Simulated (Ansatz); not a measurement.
# C3H3F5: up Jacob's ladder to CCSD(T)

One table from this session's results is given with a row withheld; the runs are named, their logs left out.

Program: Ansatz 0.2.0, Gaussian basis. Level of theory: functionals in def2-TZVPP, the program's frozen cores in correlated methods. These are calculated values, not measurements.

The runs, in order: LDA (SPW92), PBE-D4, revPBE-D4, BLYP-D4, r2SCAN-D4, B97M-V, PBE0-D4, B3LYP-D4, r2SCANh-D4, r2SCAN0-D4, HSE06-D4, BHLYP-D4, CAM-B3LYP-D4, LC-ωPBE, ωB97X-V, ωB97M-V, B2PLYP, PBE-QIDH; CCSD(T)/def2-SVP; MP2/def2-TZVPP; MP2/def2-QZVPP; RPA on PBE.

## The geometry

The geometry comes from an earlier relaxation with PBE0-D4 in a triple-zeta def2 set; it is a stationary point, not always the lowest conformer.

SMILES `FCC(F)(F)C(F)F`, 11 atoms, charge 0, spin multiplicity 1.

Atoms are counted from 1 here; the program's logs count them from 0.

Bond lengths: F1–C2 1.373 Å, C2–C3 1.514 Å, C2–H9 1.093 Å, C2–H10 1.091 Å, C3–F4 1.352 Å, C3–F5 1.350 Å, C3–C6 1.532 Å, C6–F7 1.343 Å, C6–F8 1.351 Å, C6–H11 1.093 Å. Angles: F1–C2–C3 109.4°, F1–C2–H9 109.5°, F1–C2–H10 109.4°, C3–C2–H9 108.5°, C3–C2–H10 109.6°, H9–C2–H10 110.5°, C2–C3–F4 110.1°, C2–C3–F5 107.8°, C2–C3–C6 113.8°, F4–C3–F5 108.1°, F4–C3–C6 107.3°, F5–C3–C6 109.6°, C3–C6–F7 109.5°, C3–C6–F8 108.8°, C3–C6–H11 111.2°, F7–C6–F8 108.5°, F7–C6–H11 109.5°, F8–C6–H11 109.3°.

Coordinates:

```
F     0.5603   -1.6912    0.9186
C     1.0798   -0.7684    0.0456
C     0.2664    0.5061    0.1191
F     0.3962    1.0704    1.3407
F     0.7630    1.3662   -0.7946
C    -1.2308    0.2995   -0.1291
F    -1.8482    1.4915   -0.1601
F    -1.3952   -0.2997   -1.3286
H     2.1101   -0.5392    0.3281
H     1.0422   -1.1691   -0.9690
H    -1.6783   -0.3233    0.6499
```

Set-up of the first run:

File in.yaml:

```yaml
crystal:
  periodic: [false, false, false]
  atoms:
    - {symbol: F, position_ang: [0.560308, -1.691241, 0.918604]}
    - {symbol: C, position_ang: [1.079831, -0.768370, 0.045573]}
    - {symbol: C, position_ang: [0.266381, 0.506141, 0.119103]}
    - {symbol: F, position_ang: [0.396165, 1.070423, 1.340677]}
    - {symbol: F, position_ang: [0.762985, 1.366231, -0.794649]}
    - {symbol: C, position_ang: [-1.230849, 0.299478, -0.129149]}
    - {symbol: F, position_ang: [-1.848211, 1.491476, -0.160066]}
    - {symbol: F, position_ang: [-1.395220, -0.299686, -1.328620]}
    - {symbol: H, position_ang: [2.110081, -0.539173, 0.328108]}
    - {symbol: H, position_ang: [1.042239, -1.169084, -0.968988]}
    - {symbol: H, position_ang: [-1.678310, -0.323296, 0.649908]}
basis:
  gaussian: {orbitals: def2-TZVPP}
hamiltonian: {xc: lda}
output: {orbitals: {seedname: orbitals}}
```

The run is started by

```sh
> ansatz run in.yaml --threads 4 --pin off --events-out ev --progress --plain --max-ram 11315MiB
```

Steps of the session up to this table: LDA; PBE-D4 (GGA); revPBE-D4 (GGA); BLYP-D4 (GGA); r2SCAN-D4 (meta-GGA); B97M-V (meta-GGA); B3LYP-D4 (hybrid); r2SCANh-D4 (hybrid); r2SCAN0-D4 (hybrid); HSE06-D4 (hybrid); BHLYP-D4 (hybrid); CAM-B3LYP-D4 (range-separated); LC-ωPBE (range-separated); ωB97X-V (range-separated); ωB97M-V (range-separated); B2PLYP (double hybrid); PBE-QIDH (double hybrid).

One of the session's tables, all rows but one given; the rest of the session is left out.

It belongs to the step «Frontier levels by functional». 

```
  functional  HOMO (eV)  LUMO (eV)  gap (eV)
 LDA (SPW92)      -8.14      -0.50      7.64
      PBE-D4      -7.93      -0.15      7.79
   revPBE-D4      -7.84       0.00      7.85
     BLYP-D4      -7.93      -0.06      7.87
   r2SCAN-D4      -8.33       0.28      8.60
      B97M-V      -8.50       0.25      8.75
     PBE0-D4      -9.72       1.00     10.72
    B3LYP-D4      -9.53       0.66     10.20
  r2SCANh-D4      -8.99       0.68      9.67
  r2SCAN0-D4      -9.99       1.27     11.25
    HSE06-D4      -9.31       0.61      9.92
    BHLYP-D4     -11.52       1.99     13.51
CAM-B3LYP-D4     -11.30       2.01     13.31
     LC-ωPBE     -12.53       3.39     15.91
     ωB97X-V     -12.21       3.24     15.45
     ωB97M-V          ?          ?         ?
```

Estimate the missing values for ωB97M-V.

The run gave: HOMO (eV): -12.12; LUMO (eV): 2.91; gap (eV): 15.03. In the column «HOMO (eV)» it lies between ωB97X-V (-12.21) and BHLYP-D4 (-11.52).
